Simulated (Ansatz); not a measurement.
# SbP (zincblende type): how the settings move a single-point run

How sensitive is a single-point run of SbP (zincblende type) to its settings? A reference run comes first, then one run with altered input.

Program: Ansatz 0.2.0. Level of theory: reference: DFT, PBEsol, PAW with Ansatz's default frozen-core files, scalar-relativistic. These are calculated values, not measurements.

## Step 1: The structure to begin with

Symmetry: F-43m, No. 216, cubic system. The conventional cell has a = 4.924 Å, b = 4.924 Å, c = 4.924 Å, α = 90.00°, β = 90.00°, γ = 90.00°. Around Sb (site symmetry -43m) lie 4 P at 2.13 Å. P (site symmetry -43m) has 4 Sb at 2.13 Å in its first shell of neighbours.

Coordinates:

```xyz
2
Lattice="0.0000 2.4620 2.4620 2.4620 0.0000 2.4620 2.4620 2.4620 0.0000" Properties=species:S:1:pos:R:3 pbc="T T T"
Sb    0.0000    0.0000    0.0000
P     1.2310    1.2310    1.2310
```

## Step 2: The reference run

input.yaml

```yaml
crystal:
  lattice:
    - [0.0, 2.4620436195, 2.4620436195]
    - [2.4620436195, 0.0, 2.4620436195]
    - [2.4620436195, 2.4620436195, 0.0]
  atoms:
    - { symbol: Sb, position: [0.0, 0.0, 0.0] }
    - { symbol: P, position: [0.25, 0.25, 0.25] }
kpoints:
  mp_grid: { grid: [11, 11, 11] }
scf:
  occupations: { method: fermi_dirac, width: 0.08 }
hamiltonian:
  xc: pbesol
  pseudopotentials: { kind: paw }
output:
  forces: true
  stress: true
  eigenvalues: true
  populations: true
```

Launch:

```
ansatz run input.yaml --threads 1 --pin off --max-ram 2048MiB --backend cpu --events-out ev --progress --plain --runs-dir out
```

## Step 3: Variant: occupations.method cold, occupations.width 0.1

input.yaml: that of step 2 with these lines changed.

```diff
@@ -11,3 +11,3 @@
 scf:
-  occupations: { method: fermi_dirac, width: 0.08 }
+  occupations: { method: cold, width: 0.1 }
 hamiltonian:
```

Q: Predict the outcome of this session. Wanted: for each run, ending; energy change; pressure; gap; force.

The runs gave:

| run | ending | energy change | pressure (GPa) | gap (eV) | force (eV/Å) | cycles | time |
| --- | --- | --- | --- | --- | --- | --- | --- |
| reference | converged | 0 | 128.5 | 0.00 | 0.00 | 6 | 3.8 s |
| 1: occupations.method cold, occupations.width 0.1 | converged | +1.1 meV/atom (σ→0) | 128.8 | 0.00 | 0.00 | 6 | 3.8 s |

Residual by cycle in the longest SCF loop of each run; runs are numbered as in the table. The quantity is the density residual dr2, in eV.

| cycle | reference | run 1 |
| --- | --- | --- |
| 1 | 0.0772 | 0.077 |
| 2 | 0.0251 | 0.025 |
| 3 | 2.5e-4 | 2.4e-4 |
| 4 | 4.6e-5 | 4.5e-5 |
| 5 | 2.7e-6 | 2.6e-6 |
| 6 | 7.1e-8 | 6.8e-8 |

What this shows: Changing the smearing moves the energy by +1.1 meV/atom (σ→0 values). Semilocal functionals close small gaps, and spin-orbit coupling, left out here, moves these band edges, so the missing gap need not be the real solid's. The structure is not at rest: the sound run finds 129 GPa, so these are no properties of the relaxed crystal. 
